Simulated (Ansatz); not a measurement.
**TaHO (singlet): the correlation ladder, def2-TZVPP**

The task here is to estimate one member of a computed series from the others.

Computed with Ansatz 0.2.0, Gaussian basis. Level: def2-TZVPP, core rule «outside noble gas», up to 5 orbitals frozen.

To be run: UHF; CCSD(T) on RHF; CCSD(T) on UHF; CCSDT(Q) on RHF; CCSDT(Q) on UHF.

7 further runs of the same task are left out: 3 for a known fault of the program, 4 set aside as unsound or not needed.

## What is computed

The geometry is a PBE0/def2-TZVP stationary point (not a proven minimum). No spin-orbit coupling is included. Elements past krypton take def2 core potentials.

3 atoms, charge 0, spin multiplicity 1.

Atoms are counted from 1 here; the program's logs count them from 0.

Bond lengths: Ta1–O2 1.802 Å, O2–H3 0.954 Å. Angles: Ta1–O2–H3 180.0°.

The first run:

File in.yaml:

```yaml
crystal:
  periodic: [false, false, false]
  atoms:
    - {symbol: Ta, position_ang: [0.000000, 0.000000, 1.519200]}
    - {symbol: O, position_ang: [0.000000, 0.000000, -0.282800]}
    - {symbol: H, position_ang: [0.000000, 0.000000, -1.236400]}
basis:
  gaussian: {orbitals: def2-TZVPP}
magnetization: {spin_polarized: true, initial_magnetization: 0}
hamiltonian: {xc: hf}
output: {orbitals: {seedname: orbitals}}
```

On the command line:

```
$ ansatz run in.yaml --threads 1 --pin off --events-out ev --progress --plain --max-ram 2560MiB --backend cpu
```

Steps of the session up to this table: UHF; CCSD(T) on RHF; CCSD(T) on UHF; CCSDT(Q) on RHF; CCSDT(Q) on UHF.

One table of the session follows, with a row left open; its other results are not shown here.

```
   method  from RCCSDT(Q) (kcal/mol)
      RHF                    +245.36
     RMP2                     +21.50
     UMP2                     +10.39
    RCCSD                     +13.09
    UCCSD                      +0.58
 RCCSD(T)                      +1.55
 UCCSD(T)                          ?
   RCCSDT                      +0.83
   UCCSDT                     -14.12
RCCSDT(Q)                          0
UCCSDT(Q)                     -15.20
```

**Question.** Estimate the row for UCCSD(T).

**Answer.** from RCCSDT(Q) (kcal/mol): -11.66. In the column «from RCCSDT(Q) (kcal/mol)» it lies between UCCSDT (-14.12) and RCCSDT(Q) (0).

Left out of the table: UHF (another determinant or state than the rows shown).

Limits of these values: The determinant is far from a pure spin state, so its energy mixes those of several spin states (harmless only where they are near-degenerate, as at dissociation). The program flags UCCSD(T), UCCSDT(Q) as in doubt, so those rows may rest on another solution; read them beside their warnings. Warnings: restricted reference is unstable; spin contamination; coupled cluster took another determinant than the lowest; large T1 diagnostic. Restricted and unrestricted rows rest on different reference determinants; where their highest levels disagree by more than a few hundredths of an eV, they describe different states and don't form one ladder.
